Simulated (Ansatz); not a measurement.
# RbBi2: the cost of one run

All numbers are computed with Ansatz 0.2.0, driven from Python. The levels of theory stand in the script.

## 1. The system

The structure is cubic, space group Fd-3m (No. 227). The conventional cell has a = 9.603 Å, b = 9.603 Å, c = 9.603 Å, α = 90.00°, β = 90.00°, γ = 90.00°. Around Rb (site symmetry -43m) lie 12 Bi at 3.98 Å and 4 Rb at 4.16 Å. Bi (site symmetry -3m) is surrounded by 6 Bi at 3.40 Å and 6 Rb at 3.98 Å.

No structure file is read: the coordinates are typed or built in the script.

## 2. The script

lattice_rbbi2.py reads:

```python
"""Relaxed cell of RbBi2 under several functionals."""

import warnings

import ansatz as az
import numpy as np

def edges_and_angles(cell):
    cell = np.asarray(cell)
    a, b, c = np.linalg.norm(cell, axis=1)
    cosines = cell[1] @ cell[2] / (b * c), cell[0] @ cell[2] / (a * c), cell[0] @ cell[1] / (a * b)
    return (a, b, c, *np.degrees(np.arccos(cosines)))

warnings.simplefilter("ignore", az.DeckWarning)

cell = (
    az.Lattice.of((0.0, 4.80139, 4.80139), (4.80139, 0.0, 4.80139), (4.80139, 4.80139, 0.0))
    .atom("Rb", (0.5, 0.5, 0.5))
    .atom("Rb", (0.75, 0.75, 0.75))
    .atom("Bi", (0.625, 0.125, 0.125))
    .atom("Bi", (0.125, 0.125, 0.125))
    .atom("Bi", (0.125, 0.125, 0.625))
    .atom("Bi", (0.125, 0.625, 0.125))
)

calc = (
    cell.calculation()
    .accuracy("medium")
    .kpoints(5, 5, 5, center="gamma")
    .occupations(az.OccupationsMethod.FERMI_DIRAC, width=0.01)
    .eigensolver("davidson", full_accuracy=True)
    .scf(extra_bands=6)
    .relax(cell=True, force_tolerance=0.01)
)

levels = [("lda", "none"), ("pbesol", "d3bj"), ("blyp", "d3bj")]
print("level            a       b       c    alpha   beta  gamma  V/atom  steps")
for name, dispersion in levels:
    seen = []
    run = calc.functional(name, dispersion=dispersion).session().plan()
    result = run.execute(on_event=lambda e: seen.append(e) if e["event"] == "relax_step" else None)
    cell = result.lattice.cell_ang
    label = name if dispersion == "none" else f"{name}+{dispersion}"
    print("{:13s} {:7.4f} {:7.4f} {:7.4f} {:6.2f} {:6.2f} {:6.2f}".format(label, *edges_and_angles(cell)), f"{abs(np.linalg.det(cell)) / len(result.lattice.sites):7.3f} {len(seen):5d}")
```

## 3. Launch

Run with:

```sh
python lattice_rbbi2.py
```

Q: Estimate wall time and peak memory on 1 thread of Intel Xeon 6975P-C (Granite Rapids), shared host.

About 74 s, with a peak of 0.6 GiB.
